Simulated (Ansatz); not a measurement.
Task: a search for lower mean-field states of H₃O₂Sb, SMILES [OH][SbH][OH], with Ansatz 0.2.0, Python API. Give the script and its output. Level of theory (for the species named): PBE0, def2-SVP basis, multiplicity 1.

```xyz
6

O    -1.1902   -0.7387   -0.1865
Sb    0.5121    0.1447   -0.7583
O     1.1707    0.1163    1.1326
H    -1.7680   -0.5333   -0.9726
H    -0.1348    1.7618   -0.5643
H     1.4524   -0.8148    1.3028
```

Script `states.py`:
```python
import ansatz
from ase import Atoms
import numpy as np

atoms = Atoms(['O', 'Sb', 'O', 'H', 'H', 'H'], positions=[
    (-1.1902, -0.7387, -0.1865),
    (0.5121, 0.1447, -0.7583),
    (1.1707, 0.1163, 1.1326),
    (-1.768, -0.5333, -0.9726),
    (-0.1348, 1.7618, -0.5643),
    (1.4524, -0.8148, 1.3028),
])
molecule = ansatz.Crystal.molecule_from_ase(atoms)
symbols = [site.symbol for site in molecule.cartesian_sites]

start = np.array([site.position_ang for site in molecule.cartesian_sites])
for factor in [1.0, 1.3]:
    xyz = (start - start.mean(axis=0)) * factor
    scaled = ansatz.Crystal.molecule()
    for symbol, place in zip(symbols, xyz):
        scaled = scaled.atom(symbol, place.tolist())
    job = scaled.calculation()
    job = job.basis(gaussian='def2-SVP')
    job = job.functional('PBE0').spin('collinear')
    for search in ('off', 'standard'):
        try:
            data = job.scf(lower_state_search=search).run(threads=1, pin='off').report
        except ansatz.AnsatzError as error:
            print(f'x{factor} search {search}: {type(error).__name__}')
            continue
        state = data['mean_field']['state']
        print(f'all distances x{factor}, search {search:8s} E = {data["free_energy_ev"]:.5f} eV  <S^2> = {abs(state["spin_squared"]):.3f}  other states met: {len(data["mean_field"]["others"])}')
```

```console
$ python states.py
all distances x1.0, search off      E = -10672.64262 eV  <S^2> = 0.000  other states met: 0
all distances x1.0, search standard E = -10672.64262 eV  <S^2> = 0.000  other states met: 0
all distances x1.3, search off      E = -10665.61222 eV  <S^2> = 0.000  other states met: 0
all distances x1.3, search standard E = -10665.61525 eV  <S^2> = 0.104  other states met: 7
```

Caveats:
- Total energies depend on the basis set; only differences at equal settings carry meaning.
- The count of other states can hold repeated and symmetry-equivalent ends of the search; scaling all distances is a test, and for more than two atoms no physical path.
- The geometry comes from a force field and isn't relaxed at this level.
- def2 sets replace the cores of elements past krypton by effective core potentials.
- The expectation value of S² is noticeably off S(S+1) in at least one run, so that state is spin-contaminated.
- Timing: 17 s on 1 thread of Arm Neoverse V1, on a shared host, peak memory 0.25 GiB.
